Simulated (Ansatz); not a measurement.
# C₂H₇ClSi₂: one species, many methods

One table from this session's results is given with a row withheld; the runs are named, their logs left out.

Method: functionals in def2-TZVPP, the program's frozen cores in correlated methods; program: Ansatz 0.2.0, Gaussian basis.

Levels to be run: LDA (SPW92), PBE-D4, revPBE-D4, BLYP-D4, r2SCAN-D4, B97M-V, PBE0-D4, B3LYP-D4, r2SCANh-D4, r2SCAN0-D4, HSE06-D4, BHLYP-D4, CAM-B3LYP-D4, LC-ωPBE, ωB97X-V, ωB97M-V, B2PLYP, PBE-QIDH; CCSD(T)/def2-SVP; CCSD(T)/def2-TZVPP; MP2/def2-QZVPP; extrapolation to the limit; RPA on PBE.

### The geometry

All runs share one geometry, relaxed beforehand with PBE0-D4 in a triple-zeta def2 set.

SMILES `[SiH3]/C=C/[SiH2]Cl`, 12 atoms, charge 0, spin multiplicity 1.

Atoms are counted from 1 here; the program's logs count them from 0.

Bond lengths: Si1–C2 1.867 Å, Si1–H6 1.488 Å, Si1–H7 1.486 Å, Si1–H8 1.487 Å, C2–C3 1.338 Å, C2–H9 1.092 Å, C3–Si4 1.853 Å, C3–H10 1.090 Å, Si4–Cl5 2.060 Å, Si4–H11 1.483 Å, Si4–H12 1.483 Å. Angles: C2–Si1–H6 110.3°, C2–Si1–H7 108.8°, C2–Si1–H8 110.3°, H6–Si1–H7 109.7°, H6–Si1–H8 108.0°, H7–Si1–H8 109.8°, Si1–C2–C3 123.7°, Si1–C2–H9 118.1°, C3–C2–H9 118.2°, C2–C3–Si4 122.2°, C2–C3–H10 119.0°, Si4–C3–H10 118.8°, C3–Si4–Cl5 110.1°, C3–Si4–H11 111.8°, C3–Si4–H12 109.1°, Cl5–Si4–H11 106.6°, Cl5–Si4–H12 108.5°, H11–Si4–H12 110.8°.

Set-up of the first run:

File in.yaml:

```yaml
crystal:
  periodic: [false, false, false]
  atoms:
    - {symbol: Si, position_ang: [-1.850393, 1.010013, 0.962481]}
    - {symbol: C, position_ang: [-0.187986, 0.238032, 0.609657]}
    - {symbol: C, position_ang: [0.147268, -0.296930, -0.569581]}
    - {symbol: Si, position_ang: [1.804716, -1.070850, -0.866942]}
    - {symbol: Cl, position_ang: [2.783386, -0.082695, -2.386380]}
    - {symbol: H, position_ang: [-2.518988, 0.302637, 2.087403]}
    - {symbol: H, position_ang: [-2.690111, 0.915565, -0.259465]}
    - {symbol: H, position_ang: [-1.684606, 2.436040, 1.351341]}
    - {symbol: H, position_ang: [0.552950, 0.226008, 1.411092]}
    - {symbol: H, position_ang: [-0.581061, -0.285830, -1.381000]}
    - {symbol: H, position_ang: [1.682642, -2.486436, -1.291428]}
    - {symbol: H, position_ang: [2.619184, -0.960653, 0.366920]}
basis:
  gaussian: {orbitals: def2-TZVPP}
hamiltonian: {xc: lda}
output: {orbitals: {seedname: orbitals}}
```

Command:

```bash
$ ansatz run in.yaml --threads 4 --pin off --events-out ev --progress --plain --max-ram 10444MiB
```

Among the steps run: LDA; PBE-D4 (GGA); revPBE-D4 (GGA); BLYP-D4 (GGA); r2SCAN-D4 (meta-GGA); B97M-V (meta-GGA); B3LYP-D4 (hybrid); r2SCANh-D4 (hybrid); r2SCAN0-D4 (hybrid); HSE06-D4 (hybrid); BHLYP-D4 (hybrid); CAM-B3LYP-D4 (range-separated); LC-ωPBE (range-separated); ωB97X-V (range-separated); ωB97M-V (range-separated); B2PLYP (double hybrid); PBE-QIDH (double hybrid).

One of the session's tables, all rows but one given; the rest of the session is left out.

It belongs to the step «Frontier levels by functional». 

```
  functional  HOMO (eV)  gap (eV)
 LDA (SPW92)      -7.24      4.70
      PBE-D4      -7.14      4.83
   revPBE-D4      -7.10      4.87
     BLYP-D4      -7.01      4.88
   r2SCAN-D4      -7.42      5.27
      B97M-V      -7.53      5.36
     PBE0-D4      -8.36      6.99
    B3LYP-D4      -8.11      6.58
  r2SCANh-D4      -7.87      6.07
  r2SCAN0-D4      -8.52      7.24
    HSE06-D4      -7.96      6.21
    BHLYP-D4      -9.30      9.06
CAM-B3LYP-D4      -9.64      9.46
     LC-ωPBE     -11.05     11.95
     ωB97X-V     -10.66     11.50
     ωB97M-V          ?         ?
```

**Question.** Estimate the row for ωB97M-V.

The run gave: HOMO (eV): -10.54; gap (eV): 11.24. In the column «HOMO (eV)» it lies between ωB97X-V (-10.66) and CAM-B3LYP-D4 (-9.64).
